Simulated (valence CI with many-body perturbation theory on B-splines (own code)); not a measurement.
# Levels and ionisation energy of Sr²⁴⁺

What does CI with core correlation give for the spectrum of Sr²⁴⁺? Levels and ionisation energy come from one run, set against NIST.

The numbers are computed with an in-house CI+MBPT code version 3 (configuration interaction of the valence electrons, many-body perturbation theory for a frozen closed Dirac-Fock core, no-pair Dirac Hamiltonian, B-spline basis), except any that are marked as measured or tabulated.

### 1 The atom as given

```
element                                      : strontium (Z = 38, A = 88)
charge                                       : +24
frozen core                                  : [Ne]
start configuration of the valence electrons : 3s2 3p2
nuclear rms radius                           : 4.2240 fm
```

### 2 The calculation

Settings of the run:

```ini
atom Sr  Z=38  mass_number=88  rms_radius_fm=4.2240
core [Ne]
valence 3s2 3p2
avg = 1
basis = L
breit = 1
cap = 40000
capref = 1200
cscale = 1
de = 0.0
dress = 0
eps = 2e-08
h = 0.27
hh = 1
l2 = 3
lcore = 6
maxit = 60
n2 = 5
natural = 1
nlev = 60
nno = [7, 7, 6, 5, 4, 2, 1]
nroot = 26
nsp = [4, 4, 3, 2, 1, 0, 0]
pt2 = 1
qed = 1
rpa = 1
s1 = 1
s2 = 1
s3 = 1
screen = 1
tol = 2e-05
```

The run is started by

```
> python run_cv.py task.json out
```

task.json holds these settings.

What does the calculation give? Wanted: for each run, computed; tabulated.

The runs gave:

```
                                  quantity               computed                     tabulated
                              lowest level            3s2 3p2 ³P0                   3s2 3p2 ³P0
                          first excitation  3s2 3p2 ³P1, 11.54 eV                             -
  ionisation energy, to 3s2 3p ²P° J = 1/2              1164.0 eV  1165 ± 3 eV (semi-empirical)
 dipole polarisability of the lowest level          0.05922 bohr³                             -
no level missing from the run's list below              217.78 eV                             -
```

The ionisation energy is 1.0 eV (0.08 %) below the NIST entry, whose uncertainty is 3 eV. Of the added terms Σ1 moves the ionisation energy most, by +0.847 eV. The lowest level is 98 % 3s2 3p2. Cautions: by estimate levels hold to under 0.1 % in light ions and to 0.1 to 0.5 % in heavy ones.
